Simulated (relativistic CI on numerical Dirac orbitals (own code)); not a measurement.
# Bi XX (Bi¹⁹⁺): levels and lines

What are the lowest levels and the strongest lines of Bi¹⁹⁺? One CI run answers it; further runs change one setting each.

The numbers are computed with relativistic CI on numerical Dirac orbitals (own code) version 4 (Dirac-Coulomb-Breit CI, KLI orbitals optimised for each configuration, model QED (radiative potential, 1s self-energy scaled to tabulated hydrogen-like ionisation energies)), except any that are marked as measured or tabulated.

## 1. The atom as given

```
ion                       : Bi¹⁹⁺ (Bi XX)
nuclear charge            : 83
electrons                 : 64
isotope                   : A = 209
first configuration typed : [Kr] 4d10 4f14 5s2 5p2
```

The outer shells:

first configuration typed
```
[Kr] core
4d [↑↓][↑↓][↑↓][↑↓][↑↓]
4f [↑↓][↑↓][↑↓][↑↓][↑↓][↑↓][↑↓]
5s [↑↓]
5p [↑ ][↑ ][  ]
```

## 2. The main run

Input settings:

```ini
atom Bi  Z=83  charge=19  electrons=64
nucleus A=209  rms_radius_fm=5.5211
hamiltonian dirac-coulomb  breit=on  qed=on  c_scale=1
orbitals kli  potential=per-configuration
slater_scale 1
correlation none
mixing on
configurations
  [Kr] 4d10 4f14 5s2 5p2
  [Kr] 4d10 4f14 5s 5p3
  [Kr] 4d10 4f14 5s2 5p 5d
  [Kr] 4d10 4f14 5s 5p2 5d
  [Kr] 4d10 4f13 5s2 5p3
  [Kr] 4d10 4f14 5s2 5p 5f
  [Kr] 4d10 4f14 5s 5p2 5f
  [Kr] 4d10 4f14 5s2 5p 5g
  [Kr] 4d10 4f14 5s2 5p 6s
  [Kr] 4d10 4f14 5p3 5d
  [Kr] 4d10 4f14 5s 5p 5d2
  [Kr] 4d10 4f13 5s2 5p2 5d
  [Kr] 4d10 4f14 5s 5p2 5g
  [Kr] 4d10 4f14 5s2 5p 6p
  [Kr] 4d10 4f14 5s2 5d 5f
  [Kr] 4d10 4f14 5p3 6s
  [Kr] 4d10 4f14 5s 5p2 6s
  [Kr] 4d10 4f14 5s2 5p 6d
  [Kr] 4d10 4f14 5s 5p 5d 6s
  [Kr] 4d10 4f14 5p4
  [Kr] 4d10 4f13 5p5
  [Kr] 4d10 4f14 5s2 5d2
  [Kr] 4d10 4f14 5s 5d3
  [Kr] 4d10 4f14 5s 5d2 5f
  [Kr] 4d10 4f14 5p2 5d2
  [Kr] 4d10 4f14 5p 5d3
  [Kr] 4d10 4f13 5p3 5d2
  [Kr] 4d10 4f14 5p 5d2 5f
  [Kr] 4d10 4f14 5s2 5f2
  [Kr] 4d10 4f14 5s 5d 5f2
  [Kr] 4d10 4f14 5s 5f3
  [Kr] 4d10 4f14 5s2 5d 6s
  [Kr] 4d10 4f14 5s 5d2 6s
  [Kr] 4d10 4f14 5s 5d 5f 6s
  [Kr] 4d10 4f14 5p2 5f2
  [Kr] 4d10 4f14 5p 5d 5f2
  [Kr] 4d10 4f13 5p3 5f2
  [Kr] 4d10 4f14 5p 5f3
  [Kr] 4d10 4f14 5s2 5g2
  [Kr] 4d10 4f14 5s 5d 5g2
  [Kr] 4d10 4f14 5s 5f 5g2
  [Kr] 4d10 4f14 5p3 5f
  [Kr] 4d10 4f13 5p4 5f
  [Kr] 4d10 4f14 5s2 6s2
  [Kr] 4d10 4f14 5s 5d 6s2
  [Kr] 4d10 4f14 5s 5f 6s2
end
```

Command:

```sh
$ python run_levels.py task.json out
```

task.json lists these runs, among others, and the program works through them in turn.

## 3. Slater integrals scaled by 0.9

Changes to the settings of step 2:

```diff
@@ -4,3 +4,3 @@
 orbitals kli  potential=per-configuration
-slater_scale 1
+slater_scale 0.9
 correlation none
```

## 4. Non-relativistic limit (c × 1000)

Changes to the settings of step 3:

```diff
@@ -2,5 +2,5 @@
 nucleus A=209  rms_radius_fm=5.5211
-hamiltonian dirac-coulomb  breit=on  qed=on  c_scale=1
+hamiltonian dirac-coulomb  breit=off  qed=off  c_scale=1000
 orbitals kli  potential=per-configuration
-slater_scale 0.9
+slater_scale 1
 correlation none
```

## 5. One common potential

Changes to the settings of step 4:

```diff
@@ -2,4 +2,4 @@
 nucleus A=209  rms_radius_fm=5.5211
-hamiltonian dirac-coulomb  breit=off  qed=off  c_scale=1000
-orbitals kli  potential=per-configuration
+hamiltonian dirac-coulomb  breit=on  qed=on  c_scale=1
+orbitals kli  potential=mean
 slater_scale 1
```

(Steps that only read results are left out.)

What does the calculation give? Wanted: lowest level; first excitation; lowest level of the other parity; fastest E1 line; ionisation energy.

The runs gave:

| run | time | mean size of shift, levels followed (cm⁻¹) | lowest level | ionisation energy (eV) |
| --- | --- | --- | --- | --- |
| main run | 14 s | 0 | 5p2 [5p1/2^2] J=0 | 504.52 |
| Slater integrals scaled by 0.9 | 14 s | 2801 | 5p2 [5p1/2^2] J=0 | 504.60 |
| non-relativistic limit (c × 1000) | 11 s | 426118 | 5p2 3P0 | - |
| one common potential | 11 s | 4052 | 5p2 [5p1/2^2] J=0 | - |

The tabulated theoretical ionisation energy (NIST) is 520 eV.

| quantity | value |
| --- | --- |
| lowest level | 5p2 [5p1/2^2] J=0 |
| first excitation | 5p2 3P1, 239045 cm⁻¹ |
| lowest level of the other parity | 5s 5p3 [5s 5p3/2] J=2°, 617331 cm⁻¹ |
| levels in the model | 8424 |
| fastest E1 line (by rate) to the lowest level among the lowest 400 of 8424 levels | 6.257 nm, from 4f13 5s2 5p2 5d [4f7/2^7 5p1/2^2 5d5/2] J=1° |
| ionisation energy | 504.52 eV |
| ionisation energy, tabulated theoretical (NIST) | 520 eV |

In words: The lowest level is 5p2 [5p1/2^2] J=0, 72 % pure in LS and 99 % in jj coupling; over the low levels the means are 56 and 92 %, so jj coupling describes them better. The ionisation energy agrees with the tabulated theoretical value within its uncertainty of 30 eV. The largest mover is «non-relativistic limit (c × 1000)» (426118 cm⁻¹ on average). Lifetimes count radiative decay inside the model alone.
